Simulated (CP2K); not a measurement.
# BiS under changes of volume

One of the cells (32.071 Å³/atom); the others are scaled copies at fixed shape and fractional positions:

```
CELL_PARAMETERS angstrom
4.00294 0.00000 0.00000
0.00000 4.00294 0.00000
0.00000 0.00000 4.00294
ATOMIC_POSITIONS crystal
Bi 0.50000 0.50000 0.50000
S 0.00000 0.00000 0.00000
```

The cell was built by a generator and needn't be a form met in nature.

| Quantity | Value |
| --- | --- |
| Program | CP2K 2026.2 |
| Functional | PBE |
| Potentials or basis | POTENTIAL_UZH Bi GTH-PBE-q5, S GTH-PBE-q6; TZVP-MOLOPT-PBE-GTH basis |
| Density cutoff | 6123 eV |
| k mesh | 7 × 7 × 7 |
| Occupations | fermi-dirac, width 0.05 eV |
| Spin | no spin polarisation |

```tsv
volume (Å³/atom)	energy over the lowest point (meV/atom)	pressure (GPa)
30.146	0.00	-10.0
30.788	40.60	-10.3
31.429	82.35	-10.6
32.071	125.03	-10.8
32.712	168.47	-10.9
33.354	?	?
33.995	257.03	-11.1
```

**Question.** What does the run at 33.354 Å³/atom give?

**Answer.** Energy over the lowest point 212.53 meV/atom; pressure -11.0 GPa.

Worked out: A Birch-Murnaghan fit of order 3 (a polynomial in V^(-2/3)) to the other rows has no minimum within the range. It gives 212.55 meV/atom at 33.354 Å³/atom, against the run's 212.53, and -dE/dV = -11.1 GPa, against -11.0.

Energies are extrapolated to zero smearing.

Caveats: the basis of atomic orbitals isn't converged, which shifts pressures, moduli and gaps.
